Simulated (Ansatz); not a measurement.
# Alloy of GaAs and GaSb (18 of 32 As sites exchanged), 64 atoms

How does this alloy cell relax, and what gap do PBEsol and HSE06 give?

Method: density functional theory in Ansatz 0.2.0, PAW datasets, plane waves.

## Step 1: Starting point

64 atoms (32 Ga, 14 As, 18 Sb); a = 11.828 Å, b = 11.828 Å, c = 11.828 Å, α = 90.00°, β = 90.00°, γ = 90.00°. All atoms were shaken off their sites by about 0.02 Å along each axis.

Plan of the steps: (2) PBEsol cell relaxation at the single k point (¼, ¼, ¼), on 1 × NVIDIA GB300 Max-Q with 8 threads of Arm Neoverse-V2; (3) HSE06 single point at the Γ point alone, on 1 × NVIDIA GB300 Max-Q with 8 threads of Arm Neoverse-V2.

## Step 2: Relaxing cell and atoms with PBEsol

The input, in.yaml:

```yaml
crystal:
  lattice:
    - [11.827801, 0.000000, 0.000000]
    - [0.000000, 11.827801, 0.000000]
    - [0.000000, 0.000000, 11.827801]
  atoms:
    - { symbol: Ga, position: [0.001201, 0.003072, 0.002026] }
    - { symbol: Ga, position: [0.002194, 0.002280, 0.499341] }
    - { symbol: Ga, position: [0.001358, 0.499974, 0.000697] }
    - { symbol: Ga, position: [0.998558, 0.500387, 0.499408] }
    - { symbol: Ga, position: [0.501593, 0.998010, 0.998261] }
    - { symbol: Ga, position: [0.498110, 0.999889, 0.500961] }
    - { symbol: Ga, position: [0.498908, 0.502402, 0.999932] }
    - { symbol: Ga, position: [0.501934, 0.499366, 0.501075] }
    - { symbol: Ga, position: [0.250172, 0.249464, 0.995694] }
    - { symbol: Ga, position: [0.251734, 0.250054, 0.498370] }
    - { symbol: Ga, position: [0.251626, 0.749871, 0.998602] }
    - { symbol: Ga, position: [0.251152, 0.751535, 0.500303] }
    - { symbol: Ga, position: [0.752109, 0.248003, 0.003487] }
    - { symbol: Ga, position: [0.746364, 0.247736, 0.499932] }
    - { symbol: Ga, position: [0.751096, 0.751214, 0.000177] }
    - { symbol: Ga, position: [0.752313, 0.748545, 0.498563] }
    - { symbol: Ga, position: [0.251036, 0.997486, 0.249756] }
    - { symbol: Ga, position: [0.249733, 0.999383, 0.752076] }
    - { symbol: Ga, position: [0.252947, 0.499073, 0.251339] }
    - { symbol: Ga, position: [0.251693, 0.500825, 0.751082] }
    - { symbol: Ga, position: [0.749102, 0.998528, 0.248813] }
    - { symbol: Ga, position: [0.748449, 0.000580, 0.751111] }
    - { symbol: Ga, position: [0.745840, 0.500128, 0.247746] }
    - { symbol: Ga, position: [0.746624, 0.498721, 0.751513] }
    - { symbol: Ga, position: [0.000132, 0.253095, 0.252861] }
    - { symbol: Ga, position: [0.998148, 0.249908, 0.751429] }
    - { symbol: Ga, position: [0.999584, 0.748123, 0.254223] }
    - { symbol: Ga, position: [0.999098, 0.751742, 0.750547] }
    - { symbol: Ga, position: [0.499053, 0.249905, 0.246609] }
    - { symbol: Ga, position: [0.502647, 0.248659, 0.750211] }
    - { symbol: Ga, position: [0.498711, 0.749707, 0.250235] }
    - { symbol: Ga, position: [0.502240, 0.747715, 0.749680] }
    - { symbol: As, position: [0.125700, 0.125993, 0.125069] }
    - { symbol: As, position: [0.126494, 0.123168, 0.625334] }
    - { symbol: As, position: [0.122028, 0.624700, 0.627865] }
    - { symbol: As, position: [0.625418, 0.125947, 0.122247] }
    - { symbol: As, position: [0.375408, 0.375122, 0.123563] }
    - { symbol: As, position: [0.377832, 0.874392, 0.123229] }
    - { symbol: As, position: [0.872889, 0.373627, 0.626807] }
    - { symbol: As, position: [0.876911, 0.874527, 0.626019] }
    - { symbol: As, position: [0.877035, 0.124183, 0.375933] }
    - { symbol: As, position: [0.122755, 0.375382, 0.370153] }
    - { symbol: As, position: [0.123015, 0.874655, 0.374199] }
    - { symbol: As, position: [0.126310, 0.876562, 0.872122] }
    - { symbol: As, position: [0.628310, 0.878911, 0.378436] }
    - { symbol: As, position: [0.625083, 0.872595, 0.872823] }
    - { symbol: Sb, position: [0.124170, 0.623854, 0.124911] }
    - { symbol: Sb, position: [0.624880, 0.124620, 0.620771] }
    - { symbol: Sb, position: [0.627339, 0.626482, 0.126083] }
    - { symbol: Sb, position: [0.625493, 0.627362, 0.626360] }
    - { symbol: Sb, position: [0.375138, 0.375772, 0.626021] }
    - { symbol: Sb, position: [0.374639, 0.874139, 0.627582] }
    - { symbol: Sb, position: [0.876081, 0.376708, 0.123457] }
    - { symbol: Sb, position: [0.875682, 0.874428, 0.126922] }
    - { symbol: Sb, position: [0.375054, 0.122511, 0.375692] }
    - { symbol: Sb, position: [0.377289, 0.125991, 0.878331] }
    - { symbol: Sb, position: [0.373325, 0.623551, 0.373302] }
    - { symbol: Sb, position: [0.375686, 0.627860, 0.874414] }
    - { symbol: Sb, position: [0.872086, 0.127758, 0.872108] }
    - { symbol: Sb, position: [0.874600, 0.624106, 0.375697] }
    - { symbol: Sb, position: [0.875522, 0.628069, 0.877200] }
    - { symbol: Sb, position: [0.123747, 0.375668, 0.873808] }
    - { symbol: Sb, position: [0.623058, 0.374784, 0.371858] }
    - { symbol: Sb, position: [0.626712, 0.374255, 0.873224] }
  symmetry: { detect: false }
kpoints:
  mp_grid: { grid: [1, 1, 1], shift: [0.25, 0.25, 0.25] }
hamiltonian:
  xc: pbesol
scf:
  occupations: { method: fermi_dirac, width: 0.01 }
relax:
  f_tol: 0.03
  max_steps: 80
  escape_saddle: false
  adjacent_minimum: "off"
  cell: { fix: [shape] }
output:
  forces: true
  eigenvalues: true
  populations: true
```

Run with:

```bash
$ ansatz run in.yaml --threads 8 --pin off --max-ram 118750MiB --runs-dir r --events-out ev --progress --plain --backend cuda --devices 0,
```

After this run come: HSE06 single point.

What does the calculation give? Wanted: for each run, top filled to lowest empty.

**Answer**, as computed:

| level | time | k points | top filled to lowest empty (eV) |
| --- | --- | --- | --- |
| PBEsol, relaxation | 10 s (GPU) | (¼, ¼, ¼) | 0.74 |
| HSE06 | 66 s (GPU) | Γ | 0.78 |

```
     quantity                                                                         value
   relaxation                                              5 recorded steps, 2.94 eV gained
largest shift                                                                 0.23 Å (Ga14)
 relaxed cell  a = 11.827 Å, b = 11.827 Å, c = 11.827 Å, α = 90.00°, β = 90.00°, γ = 90.00°
   mean bonds                                                    As–Ga 2.485, Ga–Sb 2.623 Å
```

**Reading.** The relaxation lowers the energy by 2.94 eV; the largest shift is 0.23 Å (Ga14), while the volume changes by -0.0 %. The mean lengths of the listed bonds run from As–Ga 2.49 Å to Ga–Sb 2.62 Å. The relaxation ran on other k points, so part of any difference from the later rows can come from the mesh. Spin–orbit coupling is left out, which matters for the band edges of the heavier elements here. With one k point the spacing samples only the states that fold onto it, so it can exceed the gap over the zone.
